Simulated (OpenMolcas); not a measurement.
**Ti²⁺ among point charges: CASSCF and CASPT2 levels and susceptibility**

How does a field of 8 point charges split the states of Ti²⁺, and what χT follows?

Program: OpenMolcas 26.06. Level of theory: state-averaged CASSCF and CASPT2, spin-orbit coupling by RASSI with atomic mean-field integrals. These are calculated values, not measurements, unless marked.

**1. The atom as given**

- Species: Ti²⁺ (titanium, Z = 22, 20 electrons)
- Basis: ANO-RCC-VDZP [5s4p2d1f], 34 functions
- Scalar Hamiltonian: DKH2, point nucleus
- Inactive shells: 1s 2s 2p 3s 3p
- Active space: 2 electrons in 5 orbitals (3d)
- Some configurations of this space: 3d2
- Orbitals: optimised for each spin and parity, averaged over all roots

Outer shells as boxes (Hund's rule):

3d2
```
3d [↑ ][↑ ][  ][  ][  ]
```

The ion sits among 8 point charges of -1 e arranged as a cube (Oh), 2 Å from the ion.

Each step is its own input file, run in one work folder so that later steps find the files of earlier ones. Labels, J, g values, rates, χT and fits are worked out afterwards by a script from the matrices that RASSI stores. The input lists half of the charges; inversion (Group=XYZ) makes the rest.

**2. Basis and integrals**

Contents of a.inp:

```
&GATEWAY
Coord
1

Ti 0.0 0.0 0.0
Basis=ANO-RCC-VDZP
Group=XYZ
NoMove
AngMom=0.0 0.0 0.0
AMFI
XField
4 Angstrom 0
1.154701 1.154701 1.154701 -1.000000
1.154701 1.154701 -1.154701 -1.000000
1.154701 -1.154701 1.154701 -1.000000
1.154701 -1.154701 -1.154701 -1.000000
&SEWARD
```

Standard output:

```text
Basis set label: TI.ANO-RCC...5S4P2D1F.

      Electronic valence basis set:
      ------------------
      Associated Effective Charge  22.000000 au
      Associated Actual Charge     22.000000 au
      Nuclear Model: Point charge

      Shell  nPrim  nBasis  Cartesian Spherical Contaminant
         s      21       5        X
         p      15       4        X
         d      10       2                 X
         f       6       1                 X
                  Relativistic Douglas-Kroll-Hess integrals:
                    - DKH order of Hamiltonian: 2
                    - DKH order of Properties : 0
                  Atomic mean-field integrals
```

**3. CASSCF: triplets of even parity, 10 roots**

Contents of a.inp:

```
&RASSCF
FileOrb=start.orb
Symmetry=1
Spin=3
nActEl=2 0 0
Inactive=3 6
Ras2=5 0
CIRoot=10 10 1
SDav=10
CIMx=300
Iter=120 100
PrWF=0.3
OrbListing=Nothing
MaxOrb=0
>>> COPY $Project.JobIph JOB001
```

start.orb holds the contracted functions of the basis, ordered by shell, or the orbitals of the step before.

Standard output (excerpt; [...] marks lines left out):

```text
[...]
      Number of active orbitals                  5
[...]
      Spin quantum number                      1.0
[...]
      Active orbitals                            5   0
[...]
      Number of CSFs                            10
      Number of root(s) required                10
[...]
      Convergence after  9 iterations
[...]
      Natural orbitals and occupation numbers for root  1
      sym 1:   0.000000  -0.000000   1.000000   0.000000   1.000000
      Natural orbitals and occupation numbers for root  2
      sym 1:   0.000000   0.744305   0.744305   0.255695   0.255695
      Natural orbitals and occupation numbers for root  3
      sym 1:   0.512312   0.487688   0.512312  -0.000000   0.487688
::    RASSCF root number  1 Total energy:   -856.33124907
::    RASSCF root number  2 Total energy:   -856.30501780
::    RASSCF root number  3 Total energy:   -856.30501780
[...]
::    RASSCF root number  7 Total energy:   -856.28566506
::    RASSCF root number  8 Total energy:   -856.23801458
::    RASSCF root number  9 Total energy:   -856.23801458
::    RASSCF root number 10 Total energy:   -856.23801458
```

**4. Reference wave functions, singlets of even parity, 15 roots**

Contents of a.inp:

```
&RASSCF
FileOrb=start.orb
Symmetry=1
Spin=1
nActEl=2 0 0
Inactive=3 6
Ras2=5 0
CIRoot=15 15 1
SDav=15
CIMx=300
Iter=120 100
PrWF=0.3
OrbListing=Nothing
MaxOrb=0
>>> COPY $Project.JobIph JOB002
```

Standard output (excerpt; [...] marks lines left out):

```text
[...]
      Number of active orbitals                  5
[...]
      Spin quantum number                      0.0
[...]
      Active orbitals                            5   0
[...]
      Number of CSFs                            15
      Number of root(s) required                15
[...]
      Convergence after  7 iterations
[...]
      Natural orbitals and occupation numbers for root  1
      sym 1:   0.022970   0.963570   0.045947   0.963570   0.003943
      Natural orbitals and occupation numbers for root  2
      sym 1:   0.025604   0.963570   0.002626   0.963570   0.044631
      Natural orbitals and occupation numbers for root  3
      sym 1:   0.002396   0.813896   0.211104   0.795622   0.176982
::    RASSCF root number  1 Total energy:   -856.27765530
::    RASSCF root number  2 Total energy:   -856.27765530
::    RASSCF root number  3 Total energy:   -856.25091711
[...]
::    RASSCF root number 12 Total energy:   -856.20696533
::    RASSCF root number 13 Total energy:   -856.20696533
::    RASSCF root number 14 Total energy:   -856.20696533
::    RASSCF root number 15 Total energy:   -856.10880788
```

**5. State interaction with spin-orbit coupling**

Contents of a.inp:

```
&RASSI
NrOfJobIphs=2 10 15
1 2 3 4 5 6 7 8 9 10
1 2 3 4 5 6 7 8 9 10 11 12 13 14 15
IphNames
JOB001
JOB002
EJob
SpinOrbit
DIPRint=1.0
SOCoupling=1000.0
Subsets=2
Property=9
'ANGMOM' 1 'ANGMOM' 2 'ANGMOM' 3 'MLTPL  1' 1 'MLTPL  1' 2 'MLTPL  1' 3
'AMFI' 1 'AMFI' 2 'AMFI' 3
SOProperty=3
'ANGMOM' 1 'ANGMOM' 2 'ANGMOM' 3
```

Standard output (excerpt; [...] marks lines left out):

```text
SPIN-FREE ENERGIES:
  (Shifted by EMIN (a.u.) =       -856.3312490706)
 SF State       Relative EMIN(au)   Rel lowest level(eV)    D:o, cm**(-1)      L_eff
     1             0.0000000000        0.0000000000              0.0000         3.0
     2             0.0262312722        0.7137892787           5757.0988         3.0
     3             0.0262312722        0.7137892787           5757.0988         3.0
     4             0.0262312722        0.7137892787           5757.0988         3.0
     5             0.0455840064        1.2404040058          10004.5330         2.9
     6             0.0455840064        1.2404040058          10004.5330         2.9
     7             0.0455840064        1.2404040058          10004.5330         2.9
    11             0.0535937673        1.4583607012          11762.4723         2.6
    12             0.0535937673        1.4583607012          11762.4723         2.6
    13             0.0803319600        2.1859439904          17630.8273         2.4
[...]
Eigenvalues of complex Hamiltonian:
   -----------------------------------
  (Shifted by EMIN (a.u.) =       -856.3312490706)
 SO State       Relative EMIN(au)   Rel lowest level(eV)    D:o, cm**(-1)     J-value
     1            -0.0000264233        0.0000000000              0.0000         2.5
     2            -0.0000264233        0.0000000000              0.0000         2.6
     3            -0.0000264233        0.0000000000              0.0000         2.6
     4             0.0259383489        0.7065374456           5698.6088         2.4
     5             0.0260871052        0.7105853101           5731.2570         2.5
     6             0.0260871052        0.7105853101           5731.2570         2.5
     7             0.0260871052        0.7105853101           5731.2570         2.5
     8             0.0263171616        0.7168454646           5781.7486         2.5
     9             0.0263171616        0.7168454646           5781.7486         2.7
    10             0.0263620112        0.7180658830           5791.5919         2.6
    11             0.0263620112        0.7180658830           5791.5919         2.7
[...]
```

These steps: 8.2 s of run time, 1 thread, shared host.

States without spin-orbit coupling:

```csv
state,degeneracy,E (cm-1),free-ion L (%)
3A2,1,0,F (100)
3T2,3,5757,F (100)
3T1,3,10005,F (93)
1E,2,11762,D (75)
1T2,3,17631,D (86)
1A1,1,19014,G (94)
3T1,3,20463,P (93)
1T1,3,21879,G (100)
1E,2,26854,G (75)
1T2,3,27277,G (86)
1A1,1,48820,S (94)
```

With spin-orbit coupling:

```csv
E (cm-1),Degeneracy,Label,2S+1
0.0,3,T2,3
5699,1,A2,3
5731,3,T2,3
5782,2,E,3
5792,3,T1,3
9929,2,E,3
9931,3,T2,3
10094,3,T1,3
10171,1,A1,3
11778,2,E,1
17627,3,T2,1
19021,1,A1,1
20369,1,A1,3
20419,3,T1,3
20519,2,E,3
20529,3,T2,3
21887,3,T1,1
26862,2,E,1
27284,3,T2,1
48829,1,A1,1
```

Powder χT (cm³ K/mol): 0.92 at 2 K, 0.92 at 5 K, 0.92 at 10 K, 0.93 at 20 K, 0.94 at 50 K, 0.96 at 100 K, 0.97 at 150 K, 0.99 at 200 K, 1.01 at 250 K, 1.03 at 300 K.

Orbitals of the lowest block (energies include the constant potential of the surroundings):

```csv
shell,space,energy (hartree),mean occupation,⟨r²⟩ (bohr²)
1s,inactive,-182.8987,2.000,0.00647
2s,inactive,-20.1448,2.000,0.123
2p,inactive,-16.3157,6.000,0.102
3s,inactive,-1.3894,2.000,1.17
3p,inactive,-0.2860,6.000,1.38
3d,RAS2,,2.000,2.83
```

**6. CASPT2: IPEA 0.25, imaginary shift 0.1 (closed shells correlated: 3s 3p)**

Contents of a.inp:

```
>>> COPY JOB001 $Project.JobIph
&CASPT2
Multistate=10 1 2 3 4 5 6 7 8 9 10
NoMult
Frozen=2 3
IPEA=0.25
Imaginary=0.1
MaxIter=60
WThr=0.0 0.3 0.05
PrWF=0.5
NoMix
>>> COPY JOB002 $Project.JobIph
&CASPT2
Multistate=15 1 2 3 4 5 6 7 8 9 10 11 12 13 14 15
NoMult
Frozen=2 3
IPEA=0.25
Imaginary=0.1
MaxIter=60
WThr=0.0 0.3 0.05
PrWF=0.5
NoMix
```

Standard output (excerpt; [...] marks lines left out):

```text
[...]
      Active orbitals                            5   0
[...]
      E2 (Variational):          -0.2348796785
      Total energy:            -856.5661287491
[...]
::    CASPT2 Root  1     Total energy:   -856.56612875
::    CASPT2 Root  2     Total energy:   -856.54092801
[...]
::    CASPT2 Root 12     Total energy:   -856.44837388
::    CASPT2 Root 13     Total energy:   -856.44853320
::    CASPT2 Root 14     Total energy:   -856.44848664
::    CASPT2 Root 15     Total energy:   -856.38510791
```

This run: 3.4 s of run time, 1 thread, shared host.

SS-CASPT2: lowest energy less the reference's lowest, -0.2349 hartree; reference weights 0.919 to 0.954.

States without spin-orbit coupling:

| state | degeneracy | E (cm-1) | free-ion L (%) |
| --- | --- | --- | --- |
| 3A2 | 1 | 0 | F (100) |
| 3T2 | 3 | 5452 | F (100) |
| 1E | 2 | 9223 | D (75) |
| 3T1 | 3 | 10350 | F (93) |
| 1T2 | 3 | 14691 | D (86) |
| 1A1 | 1 | 16127 | G (94) |
| 3T1 | 3 | 18435 | P (93) |
| 1T1 | 3 | 19770 | G (100) |
| 1E | 2 | 25557 | G (75) |
| 1T2 | 3 | 25824 | G (86) |
| 1A1 | 1 | 39729 | S (94) |

With spin-orbit coupling:

```
E (cm-1)  Degeneracy  Label  2S+1
       0           3     T2     3
    5390           1     A2     3
    5430           3     T2     3
    5480           2      E     3
    5490           3     T1     3
    9220           2      E     1
   10280           3     T2     3
   10290           2      E     3
   10440           3     T1     3
   10510           1     A1     3
   14690           3     T2     1
   16140           1     A1     1
   18340           1     A1     3
   18390           3     T1     3
   18490           2      E     3
   18500           3     T2     3
   19780           3     T1     1
   25570           2      E     1
   25830           3     T2     1
   39740           1     A1     1
```

Powder χT (cm³ K/mol): 0.92 at 2 K, 0.92 at 5 K, 0.92 at 10 K, 0.92 at 20 K, 0.93 at 50 K, 0.95 at 100 K, 0.97 at 150 K, 0.99 at 200 K, 1.01 at 250 K, 1.03 at 300 K.

**7. The methods side by side**

A. CASSCF
B. SS-CASPT2, IPEA 0.25, imaginary shift 0.1 (closed shells correlated: 3s 3p)

```
method  ground state  first state of that spin (cm-1)  first gap with spin-orbit (cm-1)  χT at 300 K
     A           3A2                         3T2 5757                            5698.6         1.03
     B           3A2                         3T2 5452                            5393.9         1.03
```

**8. Summary of results**

| quantity | value |
| --- | --- |
| method | SS-CASPT2, IPEA 0.25, imaginary shift 0.1 (closed shells correlated: 3s 3p) |
| spin-free ground state | 3A2, 1-fold in its orbital part |
| first state of the same spin within the active space | 3T2 at 5450 cm⁻¹ |
| lowest level | 3-fold T2 |
| next level | 5393.9 cm⁻¹ |
| χT at 300 K | 1.03 cm³ K/mol |
| effective moment at 300 K | 2.87 μB |

Cost by method:

```
                                              method  time of its own steps  time with the reference
                                           A. CASSCF                  8.2 s                    8.2 s
B. SS-CASPT2, IPEA 0.25, imaginary shift 0.1, +3s 3p                  3.4 s                     12 s
```

Times are of one thread on a shared host.

What this shows: The spin-free ground state (3A2) comes to 100 % from free-ion F terms and keeps the highest spin of the shell. χT at 300 K is 1.03, against 1.00 cm³ K/mol for the spin alone; near agreement at one temperature doesn't show that the orbital moment is quenched. CASPT2 does not keep the components of a term degenerate, and the means are used. The field of point charges can differ much from that of real complexes. This is an electrostatic model: the charges have no orbitals.
